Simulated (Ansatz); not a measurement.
# BIr: strong compression

An exercise on one series of results from a longer session: the logs are not shown, and one member is left open.

Program: Ansatz 0.2.0. Level of theory: DFT PBEsol, with the methods named in each step. These are calculated values, not measurements.

### Starting point

The structure is hexagonal, space group P-6m2 (No. 187). Conventional cell: a = 3.041 Å, b = 3.041 Å, c = 2.704 Å, α = 90.00°, β = 90.00°, γ = 120.00°. B (site symmetry -6m2) is surrounded by 6 Ir at 2.22 Å. Around Ir (site symmetry -6m2) lie 6 B at 2.22 Å.

As a file:

```cif
data_structure
_symmetry_space_group_name_H-M 'P 1'
_symmetry_Int_Tables_number 1
_cell_length_a 3.0413
_cell_length_b 3.0413
_cell_length_c 2.7044
_cell_angle_alpha 90.000
_cell_angle_beta 90.000
_cell_angle_gamma 120.000
_cell_volume 21.66
loop_
_atom_site_label
_atom_site_type_symbol
_atom_site_fract_x
_atom_site_fract_y
_atom_site_fract_z
_atom_site_occupancy
B1 B 0.00000 0.00000 0.50000 1
Ir1 Ir 0.66667 0.33333 0.00000 1
```

Whether this phase is the stable one at these pressures isn't tested.

Atoms are numbered in the order of the input: B1, Ir2.

Set-up of the first run:

Input file input.yaml:

```yaml
crystal:
  lattice:
    - [3.0413330518, 0.0, 0.0]
    - [-1.5206665259, 2.6338716842, 0.0]
    - [0.0, 0.0, 2.7043500903]
  atoms:
    - { symbol: B, position: [0.0, 0.0, 0.5] }
    - { symbol: Ir, position: [0.6666666667, 0.3333333333, 0.0] }
kpoints:
  mp_grid: { grid: [14, 14, 13] }
  band_path:
    path:
      - [0.0, 0.0, 0.0]
      - [0.5, 0.0, 0.0]
      - [0.3333333333, 0.3333333333, 0.0]
      - [0.0, 0.0, 0.0]
      - [0.0, 0.0, 0.5]
      - [0.5, 0.0, 0.5]
      - [0.3333333333, 0.3333333333, 0.5]
      - [0.0, 0.0, 0.5]
      - [0.5, 0.0, 0.5]
    npoints: 14
scf:
  occupations: { method: fermi_dirac, width: 0.05 }
hamiltonian:
  xc: pbesol
  pseudopotentials: { kind: all_electron, lapw: { basis_error: 0.001 } }
output:
  forces: true
  stress: true
  eigenvalues: true
  populations: true
```

The run is started by

```sh
> ansatz run input.yaml --threads 1 --pin off --max-ram 2048MiB --backend cpu --events-out ev --progress --plain --runs-dir out
```

Among the steps run: The reference volume, LAPW; Volume scaled by 1, crystal datasets; Volume scaled by 0.65, LAPW; Volume scaled by 0.55, LAPW; Volume scaled by 0.45, LAPW; Volume scaled by 0.45, crystal datasets.

One table of the session follows, with a row left open; its other results are not shown here.

| method | volume over the first | volume (Å³/atom) | pressure (GPa) |
| --- | --- | --- | --- |
| LAPW | 1 | 10.832 | -5.62 |
| LAPW | 0.65 | 7.041 | 327.86 |
| LAPW | 0.55 | 5.957 | 653.27 |
| LAPW | 0.45 | 4.874 | 1339.64 |
| PAW | 1 | 10.832 | -5.56 |
| PAW | 0.65 | 7.041 | 328.82 |
| PAW | 0.55 | 5.957 | 655.63 |
| PAW | 0.45 | 4.874 | 1345.74 |
| crystal datasets | 1 | 10.832 | -5.62 |
| crystal datasets | 0.45 | ? | ? |

Estimate the missing values for crystal datasets, 0.45.

**Answer.** volume (Å³/atom): 4.874; pressure (GPa): 1339.63.

Limits of these values: Warnings in the runs' records: gradients without spin orbit, crystal datasets made.
